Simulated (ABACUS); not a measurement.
## TbO2: equation of state with PBE

Crystal: TbO2.

```
Tb O
1.0
     0.00000    2.61000    2.61000
     2.61000    0.00000    2.61000
     2.61000    2.61000    0.00000
Tb O
1 2
Direct
  0.00000 0.00000 0.00000
  0.75000 0.75000 0.75000
  0.25000 0.25000 0.25000
```

```
Program             : ABACUS 3.10.1
Task                : equation of state
Functional          : PBE
Potentials or basis : PseudoDojo NC SR 0.4.1 PBE standard, lanthanides 3+ (f in core)
Cutoff              : 1143 eV
Density cutoff      : 4572 eV
Basis               : plane waves
k mesh              : 9 × 9 × 9
Occupations         : fermi-dirac, width 0.05 eV
Spin                : collinear spin, ferromagnetic start
Starting moments    : [1.0, 1.0, 1.0] μB
```

```json
{"Equilibrium volume": "outside the volumes run"}
```

Energy against volume, from the lowest point:
| volume (Å³/atom) | energy (meV/atom) |
| --- | --- |
| 11.142 | 218.95 |
| 11.379 | 163.73 |
| 11.616 | 116.97 |
| 11.853 | 77.89 |
| 12.090 | 45.78 |
| 12.327 | 20.01 |
| 12.564 | 0.00 |

All runs of the series together: 2.1 min on 4 threads of INTEL(R) XEON(R) PLATINUM 8581C CPU @ 2.10GHz (Emerald Rapids) (shared host).

Caveat: the local potential of these files has a noisy tail that shifts the pressure, which isn't listed; the magnetic or orbital state may not be the lowest; all typed moments are zero, and the program then starts from 1 μB on every atom; the noisy tail tilts energy against volume too. The state reached can hang on the start; a lower one may exist.
